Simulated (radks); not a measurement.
# Gd¹²⁺ in [Kr] 4d10 4f4 5s2: an all-electron calculation

The task here is to estimate one member of a computed series from the others.

Method: Dirac Kohn-Sham, LDA (Slater exchange, Perdew-Wang correlation), spin-unpolarised, spherical densities, finite nucleus; open shells fill j = l - 1/2 first. Code: radks (a radial shooting solver on a logarithmic mesh, Libxc functionals) version 1.

## Starting point

```
element            : gadolinium (Z = 64)
charge             : +12
electrons          : 52
configuration      : [Kr] 4d10 4f4 5s2
nuclear rms radius : 5.1569 fm
```

The first run:

Input:

```text
Z 64
configuration [Kr] 4d10 4f4 5s2
relativity Dirac
functional lda,pw
spin unpolarised
j_filling energy
nucleus finite rms 5.1569 fm
c 137.035999084
```

On the command line:

```sh
$ python run_ks.py task.json out
```

The same process makes all the runs of this session.

One table of the session follows, with a row left open; its other results are not shown here.

It belongs to the step «Orbitals and density». Sizes of the orbitals, from the radial functions (bohr):

| level | <r> | outermost maximum (interpolated) | 90 % within | nodes |
| --- | --- | --- | --- | --- |
| 1s1/2 | 0.02192 | 0.0139 | 0.0397 | 0 |
| 2s1/2 | 0.09282 | 0.0792 | 0.144 | 1 |
| 2p1/2 | 0.07749 | 0.0598 | 0.128 | 0 |
| 2p3/2 | 0.08432 | 0.0657 | 0.137 | 0 |
| 3s1/2 | 0.2442 | 0.225 | 0.359 | 2 |
| 3p1/2 | 0.2337 | 0.212 | 0.351 | 1 |
| 3p3/2 | 0.2468 | 0.224 | 0.369 | 1 |
| 3d3/2 | ? | ? | ? | ? |
| 3d5/2 | 0.2228 | 0.181 | 0.347 | 0 |
| 4s1/2 | 0.5474 | 0.514 | 0.785 | 3 |
| 4p1/2 | 0.5572 | 0.517 | 0.809 | 2 |
| 4p3/2 | 0.5849 | 0.543 | 0.848 | 2 |
| 4d3/2 | 0.6101 | 0.547 | 0.909 | 1 |
| 4d5/2 | 0.6191 | 0.555 | 0.922 | 1 |
| 5s1/2 | 1.142 | 1.10 | 1.60 | 4 |
| 4f5/2 | 0.6808 | 0.530 | 1.08 | 0 |
| 4f7/2 | 0.6852 | 0.533 | 1.08 | 0 |

Q: Estimate the row for 3d3/2 from the others.

**Answer.** <r>: 0.2187; outermost maximum (interpolated): 0.178; 90 % within: 0.341; nodes: 0. In the column «<r>» it lies between 2s1/2 (0.09282) and 3d5/2 (0.2228).

To keep in mind: Spin polarisation and multiplet splitting are left out.
